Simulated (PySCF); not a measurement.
# EuCl6 (-3): ligand-field states, part 2 of 2

PySCF 2.14.0. Atoms count from 0.

## 5. Ligand-field states: state-averaged CASSCF (axial bond length × 1.05) in water

What the job is given:

```
{"job": {"kind": "lf", "basis": {"metal": "x2c-TZVPall", "ligand": "x2c-SVPall"}, "nevpt": false, "solvent": "water", "roots": {"7": 7, "5": 140, "3": 113, "1": 123}, "reuse": true}, "charge": -3, "metal": "Eu", "open_shell": "f6"}
Eu     0.000000     0.000000     0.000000
Cl     0.000000     0.000000     2.789800
Cl     0.000000     0.000000    -2.789800
Cl     2.657000     0.000000     0.000000
Cl    -2.657000     0.000000     0.000000
Cl     0.000000     2.657000     0.000000
Cl    -0.000000    -2.657000     0.000000
```

Level: state-averaged CASSCF of the metal f shell, state-interaction spin-orbit coupling.

Log:

```text
basis functions 212, electrons 168, active (6e, 7o)
start from the orbitals of the previous structure
stage 1: DIIS on the effective Fock matrix, level shift 0.30
cycle   1  E = -13603.7805564231  dE = -1.360e+04  max|g| = 2.047e+01
cycle   2  E = -13605.2032334965  dE = -1.423e+00  max|g| = 4.680e-01
cycle   3  E = -13604.8049901191  dE =  3.982e-01  max|g| = 7.029e-01
cycle   4  E = -13604.5005433226  dE =  3.044e-01  max|g| = 1.201e+00
cycle   5  E = -13599.7664482130  dE =  4.734e+00  max|g| = 2.056e+00
cycle   6  E = -13593.6105198470  dE =  6.156e+00  max|g| = 4.627e+00
cycle   7  E = -13592.7262257098  dE =  8.843e-01  max|g| = 4.665e+00
cycle   8  E = -13593.8949518592  dE = -1.169e+00  max|g| = 4.572e+00
cycle   9  E = -13594.3612780338  dE = -4.663e-01  max|g| = 4.506e+00
cycle  10  E = -13596.0438221118  dE = -1.683e+00  max|g| = 4.130e+00
cycle  11  E = -13595.7748864780  dE =  2.689e-01  max|g| = 4.189e+00
cycle  12  E = -13595.6873049775  dE =  8.758e-02  max|g| = 4.184e+00
cycle  13  E = -13595.4169450302  dE =  2.704e-01  max|g| = 4.266e+00
cycle  14  E = -13597.5683605560  dE = -2.151e+00  max|g| = 3.245e+00
cycle  15  E = -13604.5054453056  dE = -6.937e+00  max|g| = 6.346e-01
stage 2: quasi-Newton rotations from the point of smallest gradient
cycle  17  E = -13605.2875813392  dE = -8.435e-02  max|g| = 4.988e-02
cycle  18  E = -13605.2898182015  dE = -2.237e-03  max|g| = 1.404e-02
cycle  19  E = -13605.2899235290  dE = -1.053e-04  max|g| = 1.106e-02
cycle  20  E = -13605.2899728185  dE = -4.929e-05  max|g| = 6.578e-04
cycle  21  E = -13605.2899736982  dE = -8.796e-07  max|g| = 1.277e-04
cycle  22  E = -13605.2899737634  dE = -6.525e-08  max|g| = 5.139e-05
cycle  23  E = -13605.2899737666  dE = -3.207e-09  max|g| = 7.087e-06
converged average energy = -13605.2899737666

 mult deg   label        CASSCF/cm-1   NEVPT2/cm-1
   7   2   7Eg                 0.0
   7   1   7A2g              206.5
   7   1   7B2g              422.3
   7   2   7Eg               449.7
   7   1   7B1g              563.9
   5   1   5B2g            23867.0
   5   2   5Eg             23904.2
   5   1   5B1g            23976.0
   5   1   5A1g            24007.3
   5   1   5B2g            27118.6
   5   2   5Eg             27128.0
   5   2   5Eg             27150.6
   5   2   5Eg             27209.9
   5   1   5A2g            27232.2
   5   3   5T2g            27368.3
   5   1   5A1g            27564.9
   5   1   5B1g            27577.4
   5   2   5Eg             27587.9
   5   1   5A2g            27596.7
   5   1   5A1g            27620.6
   5   2   5T1g            28480.4
   5   2   5Eg             28548.5
   5   1   5B1g            28558.6
   5   1   5A1g            28567.4
   5   2   5Eg             28726.3
   5   1   5B2g            28762.2
   5   2   5Eg             32789.8
   5   1   5A2g            32811.8
   5   1   5B2g            32944.7
   5   2   5Eg             32958.5
   5   1   5A1g            33129.3
   5   1   5B1g            33144.3
   5   2   5Eg             33194.1
   5   1   5A2g            33204.8
   5   1   5B1g            37533.8
   5   2   5Eg             37571.9
   5   1   5A1g            37611.5
   5   1   5B2g            37641.1
   5   1   5B1g            37693.6
   5   3   5T1g            37706.2
   5   3   5T2g            37735.8
   5   1   5B2g            37750.9
   5   1   5B1g            37760.7
   5   2   5Eg             37812.6
   5   1   5B2g            37859.7
   5   2   5Eg             37894.1
   5   1   5A2g            37919.0
   5   2   5Eg             42642.5
   5   2   5T1g            42710.0
   5   2   5Eg             42722.1
   5   1   5B1g            42763.0
   5   3   5T2g            42887.9
   5   1   5A1g            42904.0
   5   1   5B1g            42929.2
   5   3   5T1g            42950.7
   3   1   3A2g            43899.3
   3   2   3Eg             43901.9
   3   4   3T2g            44983.6
   3   3   3T1g            45007.9
   3   1   3B2g            45008.1

spin-orbit levels / cm-1
      0.00  x1  7Eg 0.36 7Eg 0.24 7B2g 0.13
    295.90  x1  7Eg 0.59 7Eg 0.17 7B2g 0.11
    402.42  x2  7Eg 0.28 7Eg 0.23 7A2g 0.21
    921.76  x1  7Eg 0.49 7Eg 0.27 7A2g 0.21
    965.81  x1  7Eg 0.41 7B2g 0.22 7A2g 0.21
   1052.70  x2  7Eg 0.39 7B2g 0.19 7Eg 0.19
   1139.19  x1  7Eg 0.46 7A2g 0.29 7B1g 0.18
   1865.85  x1  7Eg 0.34 7Eg 0.33 7A2g 0.21
   1869.75  x1  7Eg 0.47 7Eg 0.24 7B1g 0.15
   1906.32  x2  7Eg 0.29 7B1g 0.20 7B2g 0.19
   1931.93  x1  7Eg 0.32 7Eg 0.29 7B2g 0.20
   1955.61  x2  7Eg 0.32 7Eg 0.20 7A2g 0.17
   2794.82  x1  7Eg 0.58 7Eg 0.34 7B1g 0.05
   2804.21  x2  7Eg 0.39 7A2g 0.36 7Eg 0.11
   2961.94  x1  7Eg 0.33 7Eg 0.27 7B1g 0.21
   2962.30  x1  7Eg 0.34 7Eg 0.26 7B1g 0.25
   2994.85  x1  7Eg 0.75 7Eg 0.18 7B2g 0.03
   3001.45  x2  7Eg 0.30 7B1g 0.24 7A2g 0.16
   3006.76  x1  7B2g 0.34 7B1g 0.31 7A2g 0.24
   3939.58  x1  7Eg 0.49 7Eg 0.40 7B2g 0.09
   3956.19  x2  7Eg 0.53 7B1g 0.17 7B2g 0.16
   3966.56  x1  7Eg 0.52 7Eg 0.45
   3988.35  x2  7A2g 0.29 7Eg 0.28 7Eg 0.20
   4018.15  x1  7B2g 0.36 7A2g 0.31 7Eg 0.17
   4051.65  x1  7A2g 0.39 7B1g 0.29 7Eg 0.18
   4146.59  x2  7Eg 0.46 7B2g 0.24 7B1g 0.13
   4161.87  x1  7Eg 0.59 7B2g 0.19 7B1g 0.13
   5006.99  x1  7Eg 0.68 7Eg 0.28
   5011.39  x1  7Eg 0.67 7Eg 0.30
   5153.36  x1  7A2g 0.30 7Eg 0.26 7B2g 0.21
```

Wall time 53 s (1 thread of Arm Neoverse V2, shared host); peak memory 0.92 GiB.

Key values:

```tsv
quantity	value
spin-orbit constant ζ	1370 cm⁻¹
```

Powder susceptibility:

```tsv
T (K)	χT (cm³ K/mol)	μ(eff)
2	0.012	0.31
20	0.118	0.97
100	0.587	2.17
300	1.344	3.28
```

## 6. Ligand-field states: state-averaged CASSCF (axial bond length × 1.1) in water

Settings changed since step 5:

```diff
@@ -2,4 +2,4 @@
 Eu     0.000000     0.000000     0.000000
-Cl     0.000000     0.000000     2.789800
-Cl     0.000000     0.000000    -2.789800
+Cl     0.000000     0.000000     2.922700
+Cl     0.000000     0.000000    -2.922700
 Cl     2.657000     0.000000     0.000000
```

Method: state-averaged CASSCF of the metal f shell, state-interaction spin-orbit coupling.

Log:

```text
basis functions 212, electrons 168, active (6e, 7o)
start from the orbitals of the previous structure
stage 1: DIIS on the effective Fock matrix, level shift 0.30
cycle   1  E = -13605.0938742039  dE = -1.361e+04  max|g| = 9.490e+00
cycle   2  E = -13605.2724281362  dE = -1.786e-01  max|g| = 1.556e-01
cycle   3  E = -13604.5285190312  dE =  7.439e-01  max|g| = 1.176e+00
cycle   4  E = -13603.6853416587  dE =  8.432e-01  max|g| = 1.772e+00
cycle   5  E = -13596.8925029213  dE =  6.793e+00  max|g| = 3.972e+00
cycle   6  E = -13589.2502176028  dE =  7.642e+00  max|g| = 4.715e+00
cycle   7  E = -13585.8035960963  dE =  3.447e+00  max|g| = 4.571e+00
cycle   8  E = -13586.1882353921  dE = -3.846e-01  max|g| = 4.653e+00
cycle   9  E = -13588.7027761774  dE = -2.515e+00  max|g| = 4.702e+00
cycle  10  E = -13591.6346523787  dE = -2.932e+00  max|g| = 4.961e+00
cycle  11  E = -13593.2752771364  dE = -1.641e+00  max|g| = 4.690e+00
cycle  12  E = -13594.2805631517  dE = -1.005e+00  max|g| = 4.372e+00
cycle  13  E = -13597.2149755054  dE = -2.934e+00  max|g| = 2.916e+00
cycle  14  E = -13596.8502561286  dE =  3.647e-01  max|g| = 3.467e+00
cycle  15  E = -13602.0908939121  dE = -5.241e+00  max|g| = 1.760e+00
stage 2: quasi-Newton rotations from the point of smallest gradient
cycle  17  E = -13605.2870112993  dE = -1.458e-02  max|g| = 1.946e-02
cycle  18  E = -13605.2874548981  dE = -4.436e-04  max|g| = 2.380e-03
cycle  19  E = -13605.2874678474  dE = -1.295e-05  max|g| = 1.405e-03
cycle  20  E = -13605.2874690833  dE = -1.236e-06  max|g| = 9.113e-04
cycle  21  E = -13605.2874693843  dE = -3.010e-07  max|g| = 7.286e-05
cycle  22  E = -13605.2874693927  dE = -8.411e-09  max|g| = 1.744e-05
cycle  23  E = -13605.2874693935  dE = -7.203e-10  max|g| = 3.777e-06
converged average energy = -13605.2874693935

 mult deg   label        CASSCF/cm-1   NEVPT2/cm-1
   7   2   7Eg                 0.0
   7   1   7A2g              401.1
   7   1   7B2g              476.9
   7   2   7Eg               543.3
   7   1   7B1g              623.4
   5   1   5B2g            23932.9
   5   2   5Eg             24003.1
   5   1   5B1g            24042.8
   5   1   5A1g            24104.6
   5   1   5B2g            27208.7
   5   2   5Eg             27222.1
   5   1   5A1g            27239.4
   5   1   5B1g            27249.9
   5   2   5Eg             27300.6
   5   1   5A2g            27335.3
   5   1   5B2g            27448.1
   5   2   5Eg             27458.8
   5   1   5A1g            27636.1
   5   3   5T1g            27660.6
   5   1   5A2g            27680.9
   5   1   5A1g            27701.0
   5   1   5A2g            28528.4
   5   1   5A1g            28530.1
   5   2   5Eg             28651.1
   5   1   5B1g            28658.8
   5   1   5A1g            28690.2
   5   2   5Eg             28804.9
   5   1   5B2g            28863.6
   5   2   5Eg             32880.5
   5   1   5A2g            32920.5
   5   1   5B2g            33030.0
   5   2   5Eg             33052.0
   5   1   5A1g            33206.0
   5   1   5B1g            33234.3
   5   2   5Eg             33274.7
   5   1   5A2g            33292.3
   5   1   5B1g            37620.3
   5   2   5Eg             37644.0
   5   1   5A1g            37671.2
   5   1   5B2g            37762.6
   5   2   5Eg             37793.3
   5   1   5A2g            37806.5
   5   2   5Eg             37825.2
   5   2   5A1g            37830.6
   5   2   5T2g            37861.4
   5   2   5Eg             37862.7
   5   1   5B2g            37954.9
   5   2   5Eg             38015.1
   5   1   5A2g            38053.1
   5   2   5Eg             42705.5
   5   1   5B2g            42810.8
   5   1   5A2g            42835.8
   5   2   5Eg             42839.8
   5   1   5B1g            42856.2
   5   2   5Eg             42981.3
   5   1   5B2g            42982.4
   5   1   5A1g            42988.8
   5   1   5B1g            43037.5
   5   3   5T1g            43051.7
   3   1   3A2g            43995.3

spin-orbit levels / cm-1
      0.00  x1  7Eg 0.42 7Eg 0.21 7B2g 0.12
    243.33  x1  7Eg 0.65 7Eg 0.11 7B2g 0.10
    441.56  x2  7Eg 0.28 7Eg 0.24 7A2g 0.18
    931.90  x1  7Eg 0.46 7Eg 0.27 7A2g 0.22
    999.73  x1  7Eg 0.41 7B2g 0.24 7A2g 0.18
   1046.52  x2  7Eg 0.38 7Eg 0.19 7B2g 0.18
   1198.81  x1  7Eg 0.47 7A2g 0.25 7B1g 0.20
   1862.55  x1  7Eg 0.53 7Eg 0.20 7A2g 0.14
   1894.40  x1  7Eg 0.36 7Eg 0.31 7A2g 0.23
   1922.76  x2  7Eg 0.29 7B2g 0.21 7B1g 0.18
   1938.93  x1  7Eg 0.30 7Eg 0.29 7B2g 0.22
   1978.58  x2  7Eg 0.31 7Eg 0.23 7B1g 0.19
   2822.46  x1  7Eg 0.48 7Eg 0.43 7B1g 0.07
   2835.35  x2  7Eg 0.39 7A2g 0.36 7Eg 0.13
   2947.60  x1  7Eg 0.38 7Eg 0.23 7B1g 0.21
   2948.25  x1  7Eg 0.38 7B1g 0.25 7Eg 0.22
   3016.11  x1  7Eg 0.73 7Eg 0.18 7B2g 0.05
   3028.53  x2  7Eg 0.29 7B1g 0.24 7B2g 0.17
   3038.36  x1  7B2g 0.35 7B1g 0.30 7A2g 0.24
   3926.11  x2  7Eg 0.61 7B1g 0.19 7B2g 0.12
   3944.64  x1  7Eg 0.44 7Eg 0.44 7B2g 0.10
   3969.21  x1  7Eg 0.53 7Eg 0.42
   4026.07  x2  7A2g 0.34 7Eg 0.22 7B2g 0.19
   4063.32  x1  7B2g 0.38 7A2g 0.31 7Eg 0.17
   4114.20  x1  7A2g 0.38 7B1g 0.30 7Eg 0.16
   4180.98  x2  7Eg 0.46 7B2g 0.21 7B1g 0.16
   4197.64  x1  7Eg 0.61 7B2g 0.19 7B1g 0.13
   4937.08  x1  7Eg 0.76 7Eg 0.21
   4940.02  x1  7Eg 0.75 7Eg 0.22
   5187.81  x2  7B2g 0.31 7B1g 0.25 7Eg 0.25
```

Run time: 53 s. Hardware: 1 thread of Arm Neoverse V2, shared host; peak memory 0.92 GiB.

In short:

```tsv
quantity	value
spin-orbit constant ζ	1370 cm⁻¹
```

Powder susceptibility:

```tsv
T (K)	χT (cm³ K/mol)	μ(eff)
2	0.013	0.32
20	0.129	1.02
100	0.632	2.25
300	1.364	3.30
```

## 7. Ligand field across the series

From the CASSCF states (cm⁻¹; the spread is that of the fitted one-electron ligand-field levels):

```tsv
step	setting	ground state	next state	orbital spread	ζ	μ(eff), 300 K
2	as given	7T1g	7T2g at 387	611	1368	3.27
3	axial bond length × 0.9	7A2g	7Eg at 452	1062	1364	3.35
4	axial bond length × 0.95	7A2g	7Eg at 215	815	1367	3.29
5	axial bond length × 1.05	7Eg	7A2g at 206	642	1370	3.28
6	axial bond length × 1.1	7Eg	7A2g at 401	697	1370	3.30
```

## 8. Summary of results

What follows sums up all 2 parts.

| quantity | value |
| --- | --- |
| spin-orbit constant ζ (step 2, state-averaged CASSCF in water) | 1368 cm⁻¹ |
| ground multiplicity, μ(eff) at 300 K (step 2, 6 donors at 2.66 Å) | 7, 3.27 μB |
| ground multiplicity, μ(eff) at 300 K (step 3, 6 donors at 2.39 to 2.66 Å) | 7, 3.35 μB |
| ground multiplicity, μ(eff) at 300 K (step 4, 6 donors at 2.52 to 2.66 Å) | 7, 3.29 μB |
| ground multiplicity, μ(eff) at 300 K (step 5, 6 donors at 2.66 to 2.79 Å) | 7, 3.28 μB |
| ground multiplicity, μ(eff) at 300 K (step 6, 6 donors at 2.66 to 2.92 Å) | 7, 3.30 μB |

What this shows: In step 2, χT goes from 0.01 at 2 K to 1.34 cm³ K/mol at 300 K, as higher levels fill or mix in. The spread of the ligand-field levels runs from 611 cm⁻¹ (as given) to 1062 cm⁻¹ (axial bond length × 0.9); μ(eff) at 300 K: 3.27 to 3.35 μB.
